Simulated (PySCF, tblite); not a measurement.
# C7H13S+: infrared bands and NMR shifts

What infrared bands and NMR shifts should C7H13S+ (`CS[C@@H]1CC[C+](C)C1`) show?

The runs use tblite 0.8.0 and PySCF 2.14.0, with density-fitted response routines of our own; the level of theory stands in each step. All values are computed, except where a source is named. Atoms are numbered from 0 throughout.

### 1 The molecule as given

21 atoms, charge 1, multiplicity 1; geometry from: GFN2-xTB.

Bonds of the start (Å): C0–S1 1.81, S1–C2 1.84, C2–C3 1.53, C3–C4 1.53, C4–C5 1.46, C5–C6 1.45, C5–C7 1.46, C7–C2 1.54, C0–H8 1.09, C0–H9 1.09, C0–H10 1.09, C2–H11 1.09, C3–H12 1.09, C3–H13 1.09, C4–H14 1.10, C4–H15 1.09, C6–H16 1.09, C6–H17 1.09, C6–H18 1.10, C7–H19 1.10, C7–H20 1.09.

### 2 Infrared spectrum with GFN2-xTB

What the job is given:

```
{"job": {"kind": "ir", "xc": "GFN2-xTB", "basis": "xTB"}, "charge": 1, "multiplicity": 1}
C      3.316891    -0.221775     0.827109
S      1.565826    -0.259347     1.265112
C      0.781583    -0.201728    -0.396065
C      0.247901     1.188173    -0.756826
C     -1.158904     1.231155    -0.152751
C     -1.549240    -0.156682     0.079752
C     -2.799251    -0.570614     0.688953
C     -0.482784    -1.069465    -0.308929
H      3.869501    -0.225722     1.761705
H      3.566579    -1.106151     0.247811
H      3.535511     0.684257     0.269912
H      1.514088    -0.575640    -1.108137
H      0.200481     1.287811    -1.841880
H      0.884633     1.982913    -0.374416
H     -1.193193     1.778577     0.797226
H     -1.880021     1.752264    -0.790582
H     -3.568283     0.196930     0.637946
H     -3.161574    -1.513136     0.276923
H     -2.613352    -0.775223     1.751164
H     -0.706998    -1.484670    -1.299191
H     -0.378314    -1.924985     0.365735
```

**Question.** This job is followed by: GIAO PBE0/pcSseg-1 NMR shielding, non-relativistic, gas phase. Predict these results of the whole session: strongest single infrared mode (GFN2-xTB); zero-point energy (GFN2-xTB); ¹³C shifts against TMS (PBE0/pcSseg-1); ¹H shifts against TMS (PBE0/pcSseg-1, means over atoms taken as alike); ³³S shifts against CS2 (PBE0/pcSseg-1).

As calculated:

| quantity | value |
| --- | --- |
| strongest single infrared mode (GFN2-xTB) | 1271 cm⁻¹, 240 km/mol |
| zero-point energy (GFN2-xTB) | 111.7 kcal/mol |
| ¹³C shifts against TMS (PBE0/pcSseg-1) | 338.7, 74.0, 62.0, 60.9, 42.6, 39.9, 24.9 ppm |
| ¹H shifts against TMS (PBE0/pcSseg-1, means over atoms taken as alike) | 4.73, 4.71, 4.48, 4.13, 4.01, 3.86, 3.32, 3.12, 2.71 ppm |
| ³³S shifts against CS2 (PBE0/pcSseg-1) | 83 ppm |

In words: No mode is imaginary among the 57: a minimum at this level. The strongest single mode, at 1271 cm⁻¹, is spread over several atoms, C5, H12, C3, C4 among them. Unscaled tight-binding wavenumbers are off by several per cent, some by more. Its intensities can rank the bands wrongly. The most deshielded carbon is C5 (carbocation centre), at 338.7 ppm: the empty p orbital gives low-energy magnetic excitations and strong deshielding. At PBE0/pcSseg-1: Shielding is most anisotropic at S1 (span 579 ppm, paramagnetic term -639 ppm).
